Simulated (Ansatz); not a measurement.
**HWClO₃: how energies converge with the basis set**

Aim: see how fast density functionals converge with the basis set for HWClO₃.

The runs use Ansatz 0.2.0, Gaussian basis; one geometry, several basis sets.

The runs, in order: PBE0-D4/def2-SVP; ωB97M-V/def2-SVP; PBE0-D4/def2-QZVPP; ωB97M-V/def2-QZVPP; the functionals' def2-TZVPP values are taken from earlier runs.

### Step 1. The relaxed structure

An earlier PBE0-D4/def2-TZVP relaxation fixed the geometry. W takes the def2 core potential; no spin-orbit term is included.

SMILES `[O]=[W](=[O])([OH])[Cl]`, 6 atoms, charge 0, spin multiplicity 1.

Atoms are counted from 1 here; the program's logs count them from 0.

Bond lengths: O1–W2 1.698 Å, W2–O3 1.698 Å, W2–O4 1.871 Å, W2–Cl5 2.266 Å, O4–H6 0.960 Å. Angles: O1–W2–O3 107.8°, O1–W2–O4 108.6°, O1–W2–Cl5 109.5°, O3–W2–O4 109.8°, O3–W2–Cl5 109.2°, O4–W2–Cl5 111.8°, W2–O4–H6 126.1°.

### Step 2. PBE0-D4 in def2-SVP

Contents of in.yaml:

```yaml
crystal:
  periodic: [false, false, false]
  atoms:
    - {symbol: O, position_ang: [-0.496063, -1.862103, -0.422873]}
    - {symbol: W, position_ang: [0.172094, -0.312388, -0.231225]}
    - {symbol: O, position_ang: [1.611933, -0.473146, 0.653825]}
    - {symbol: O, position_ang: [-1.042638, 0.746642, 0.720188]}
    - {symbol: Cl, position_ang: [0.642696, 0.565669, -2.266377]}
    - {symbol: H, position_ang: [-0.845821, 1.271325, 1.500161]}
basis:
  gaussian: {orbitals: def2-SVP}
hamiltonian: {xc: pbe0, dispersion: d4}
output: {orbitals: {seedname: orbitals}}
```

Started as:

```
> ansatz run in.yaml --threads 4 --pin off --events-out ev --progress --plain --max-ram 10444MiB
```

Further steps of the session: ωB97M-V in def2-SVP; PBE0-D4 in def2-QZVPP; ωB97M-V in def2-QZVPP.

Before running them: what should the planned runs give, taken together? Wanted: PBE0-D4: double and triple zeta above quadruple; ωB97M-V: double and triple zeta above quadruple.

As calculated:

| quantity | value |
| --- | --- |
| PBE0-D4: double and triple zeta above quadruple | 13.40, 0.72 eV |
| ωB97M-V: double and triple zeta above quadruple | 13.51, 0.68 eV |

What this shows: For PBE0-D4 the step from double to triple zeta gains 12.68 eV and the next only 0.72 eV. Total energies overstate the basis error of differences, where much of it tends to cancel.
